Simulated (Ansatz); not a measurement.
# ClH₂O₂Si radical: a ladder of functionals and wavefunction methods

One table from this session's results is given with a row withheld; the runs are named, their logs left out.

The runs use Ansatz 0.2.0, Gaussian basis; functionals in def2-TZVPP, the program's frozen cores in correlated methods.

Levels to be run: LDA (SPW92), PBE-D4, revPBE-D4, BLYP-D4, r2SCAN-D4, B97M-V, PBE0-D4, B3LYP-D4, r2SCANh-D4, r2SCAN0-D4, HSE06-D4, BHLYP-D4, CAM-B3LYP-D4, LC-ωPBE, ωB97X-V, ωB97M-V, B2PLYP, PBE-QIDH; CCSD(T)/def2-SVP; CCSD(T)/def2-TZVPP; CCSD(T)/def2-QZVPP; extrapolation to the limit; RPA on PBE.

### The geometry

An earlier PBE0-D4 in a triple-zeta def2 set relaxation fixed the geometry.

SMILES `O[Si](O)Cl`, 6 atoms, charge 0, spin multiplicity 2.

Atoms are counted from 1 here; the program's logs count them from 0.

Bond lengths: O1–Si2 1.632 Å, O1–H5 0.959 Å, Si2–O3 1.632 Å, Si2–Cl4 2.078 Å, O3–H6 0.959 Å. Angles: Si2–O1–H5 117.0°, O1–Si2–O3 103.5°, O1–Si2–Cl4 111.0°, O3–Si2–Cl4 111.0°, Si2–O3–H6 117.0°.

Coordinates:

```
O    -0.32069    1.39127   -0.39079
Si    0.13179   -0.17679   -0.40819
O     1.19748   -0.28097    0.82364
Cl   -1.49849   -1.42504   -0.08957
H    -1.02883    1.64744   -0.98460
H     1.51875   -1.15590    1.04951
```

Set-up of the first run:

in.yaml reads:

```yaml
crystal:
  periodic: [false, false, false]
  atoms:
    - {symbol: O, position_ang: [-0.320692, 1.391269, -0.390787]}
    - {symbol: Si, position_ang: [0.131791, -0.176792, -0.408186]}
    - {symbol: O, position_ang: [1.197482, -0.280965, 0.823635]}
    - {symbol: Cl, position_ang: [-1.498492, -1.425043, -0.089571]}
    - {symbol: H, position_ang: [-1.028831, 1.647444, -0.984605]}
    - {symbol: H, position_ang: [1.518752, -1.155903, 1.049514]}
basis:
  gaussian: {orbitals: def2-TZVPP}
magnetization: {spin_polarized: true, initial_magnetization: 1}
hamiltonian: {xc: lda}
output: {orbitals: {seedname: orbitals}}
```

Launch:

```bash
$ ansatz run in.yaml --threads 2 --pin off --events-out ev --progress --plain --max-ram 32768MiB --backend cpu
```

Among the steps run: LDA; PBE-D4 (GGA); revPBE-D4 (GGA); BLYP-D4 (GGA); r2SCAN-D4 (meta-GGA); B97M-V (meta-GGA); B3LYP-D4 (hybrid); r2SCANh-D4 (hybrid); r2SCAN0-D4 (hybrid); HSE06-D4 (hybrid); BHLYP-D4 (hybrid); CAM-B3LYP-D4 (range-separated); LC-ωPBE (range-separated); ωB97X-V (range-separated); ωB97M-V (range-separated); B2PLYP (double hybrid); PBE-QIDH (double hybrid).

One table of the session follows, with a row left open; its other results are not shown here.

It belongs to the step «Orbital energies across the functionals». 

```
  functional  HOMO (eV)  LUMO (eV)  gap (eV)
 LDA (SPW92)      -5.03      -3.79      1.24
      PBE-D4      -5.03      -3.32      1.71
   revPBE-D4      -4.99      -3.15      1.85
     BLYP-D4      -4.85      -3.39      1.46
   r2SCAN-D4      -5.41      -2.79      2.63
      B97M-V      -5.09      -3.42      1.67
     PBE0-D4      -6.30      -2.40      3.90
    B3LYP-D4      -6.03      -2.84      3.18
  r2SCANh-D4      -5.88      -2.49      3.39
  r2SCAN0-D4      -6.58      -2.06      4.52
    HSE06-D4      -5.90      -2.78      3.12
    BHLYP-D4      -7.43      -1.65      5.78
CAM-B3LYP-D4      -7.58      -1.57      6.01
     LC-ωPBE      -9.00      -0.06      8.94
     ωB97X-V          ?          ?         ?
     ωB97M-V      -8.08      -0.83      7.25
```

Estimate the missing values for ωB97X-V.

**Answer.** HOMO (eV): -8.48; LUMO (eV): -0.67; gap (eV): 7.81. In the column «HOMO (eV)» it lies between LC-ωPBE (-9.00) and ωB97M-V (-8.08).
